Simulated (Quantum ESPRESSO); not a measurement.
The system is TaF3.

```
Ta F
1.0
     3.90120    0.00000    0.00000
     0.00000    3.90120    0.00000
     0.00000    0.00000    3.90120
Ta F
1 3
Cartesian
  0.0000 0.0000 0.0000
  1.9506 0.0000 0.0000
  0.0000 1.9506 0.0000
  0.0000 0.0000 1.9506
```

```yaml
Program: Quantum ESPRESSO 7.5
Task: phonons
Functional: PBE
Potentials_or_basis: Ansatz NC SR PBE
Cutoff: 1320 eV
Density_cutoff: 5279 eV
k_mesh: 5 × 5 × 5
Occupations: cold, width 0.2 eV
Spin: no spin polarisation
Mixing_beta: 0.5
Most_SCF_iterations: 120
SCF_threshold: 8e-10 Ry
```

Question: Where do the zone-centre optical modes lie?

Answer: T2u at 197 cm⁻¹ (silent); T1u at 231 cm⁻¹ (IR); T1u at 755 cm⁻¹ (IR).

Optical modes at Γ, degenerate ones joined:
```
cm⁻¹  components  symmetry  active in
 197           3       T2u     silent
 231           3       T1u         IR
 755           3       T1u         IR
```

Caveat: the k mesh is coarse; the mesh is thin for the phonons of a metal; the cell is more than 3 GPa from zero pressure, which shifts response properties.
